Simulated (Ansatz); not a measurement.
# AlFH₃Sb: single points off equilibrium

How do the functionals fare away from a minimum? The structure is a structure displaced at random from a GFN2-xTB minimum.

Computed with Ansatz 0.2.0, Gaussian basis. Level: single points in def2-TZVPP.

Cores are frozen in the correlated methods. Filled d shells of the heavier atoms are correlated. Core potentials replace the inner electrons past krypton, and spin-orbit coupling is left out.

### 1 Where the work starts

6 atoms, charge 0, spin multiplicity 1.

Atoms are counted from 1 here; the program's logs count them from 0.

Bond lengths: F1–Al2 1.644 Å, Al2–Sb3 2.592 Å, Al2–H4 1.522 Å, Sb3–H5 1.751 Å, Sb3–H6 1.737 Å. Angles: F1–Al2–Sb3 119.7°, F1–Al2–H4 111.5°, Sb3–Al2–H4 128.4°, Al2–Sb3–H5 85.9°, Al2–Sb3–H6 76.8°, H5–Sb3–H6 89.0°.

As a file:

| atom | x (Å) | y (Å) | z (Å) |
| --- | --- | --- | --- |
| F1 | -1.1484 | -1.5075 | 1.3750 |
| Al2 | -0.2701 | -0.9687 | 0.0944 |
| Sb3 | 1.2663 | 1.1011 | 0.3703 |
| H4 | -0.6368 | -1.7094 | -1.1833 |
| H5 | 1.0105 | 1.3626 | -1.3419 |
| H6 | -0.3193 | 1.7424 | 0.6743 |

### 2 CCSD(T)/def2-TZVPP

Contents of run/in.yaml:

```yaml
crystal:
  periodic: [false, false, false]
  atoms:
    - {symbol: F, position_ang: [-1.148400, -1.507500, 1.375000]}
    - {symbol: Al, position_ang: [-0.270100, -0.968700, 0.094400]}
    - {symbol: Sb, position_ang: [1.266300, 1.101100, 0.370300]}
    - {symbol: H, position_ang: [-0.636800, -1.709400, -1.183300]}
    - {symbol: H, position_ang: [1.010500, 1.362600, -1.341900]}
    - {symbol: H, position_ang: [-0.319300, 1.742400, 0.674300]}
basis:
  gaussian: {orbitals: def2-TZVPP}
correlation: {method: ccsd_t}
output: {forces: true}
```

No record of the launch command was kept for these runs.

### 3 PBE0-D4/def2-TZVPP

Edit run/in.yaml of step 2 so:

```diff
@@ -11,3 +11,3 @@
   gaussian: {orbitals: def2-TZVPP}
-correlation: {method: ccsd_t}
-output: {forces: true}
+hamiltonian: {xc: pbe0, dispersion: d4}
+output: {forces: true, orbitals: {seedname: orbitals}}
```

### 4 wB97M-V/def2-TZVPP

Edit run/in.yaml of step 3 so:

```diff
@@ -11,3 +11,3 @@
   gaussian: {orbitals: def2-TZVPP}
-hamiltonian: {xc: pbe0, dispersion: d4}
-output: {forces: true, orbitals: {seedname: orbitals}}
+hamiltonian: {xc: {name: wB97M-V}}
+output: {forces: true}
```

### 5 r2SCAN-D4/def2-TZVPP

Edit run/in.yaml of step 4 so:

```diff
@@ -11,3 +11,3 @@
   gaussian: {orbitals: def2-TZVPP}
-hamiltonian: {xc: {name: wB97M-V}}
+hamiltonian: {xc: r2scan, dispersion: d4}
 output: {forces: true}
```

### 6 PBE-D4/def2-TZVPP

Edit run/in.yaml of step 5 so:

```diff
@@ -11,3 +11,3 @@
   gaussian: {orbitals: def2-TZVPP}
-hamiltonian: {xc: r2scan, dispersion: d4}
+hamiltonian: {xc: pbe, dispersion: d4}
 output: {forces: true}
```

### 7 revPBE-D4/def2-TZVPP

Edit run/in.yaml of step 6 so:

```diff
@@ -11,3 +11,3 @@
   gaussian: {orbitals: def2-TZVPP}
-hamiltonian: {xc: pbe, dispersion: d4}
+hamiltonian: {xc: {name: revPBE}, dispersion: d4}
 output: {forces: true}
```

### 8 BLYP-D4/def2-TZVPP

Edit run/in.yaml of step 7 so:

```diff
@@ -11,3 +11,3 @@
   gaussian: {orbitals: def2-TZVPP}
-hamiltonian: {xc: {name: revPBE}, dispersion: d4}
+hamiltonian: {xc: {name: BLYP}, dispersion: d4}
 output: {forces: true}
```

(Steps that only read results are left out.)

Q: Predict the outcome of this session. Wanted: energy less free atoms, CCSD(T)/def2-TZVPP; RMS force component; RMS force error; HOMO and LUMO, PBE0-D4; T1 diagnostic.

**Answer**, as computed:

```
                                  quantity                                                                                             value
energy less free atoms, CCSD(T)/def2-TZVPP                                                                                   -372.0 kcal/mol
                       RMS force component                                                              0.301 to 0.390 eV/Å over the methods
                           RMS force error  PBE0-D4 0.064, wB97M-V 0.060, r2SCAN-D4 0.070, PBE-D4 0.229, revPBE-D4 0.277, BLYP-D4 0.270 eV/Å
                    HOMO and LUMO, PBE0-D4                                                                                -7.30 and -1.29 eV
                             T1 diagnostic                                                                                             0.014
```

In words: Against CCSD(T) the functionals' energies less atoms differ by -11.1 to +0.2 kcal/mol, PBE-D4 by -9.8 kcal/mol. CCSD(T) in triple zeta still lacks some correlation energy of the bonds, so part of these gaps is its own basis error and they don't rank the functionals. For forces wB97M-V does best and revPBE-D4 worst. Frozen-core CCSD(T) forces in triple zeta carry basis errors of their own, and this is one geometry, so small gaps rank nothing.
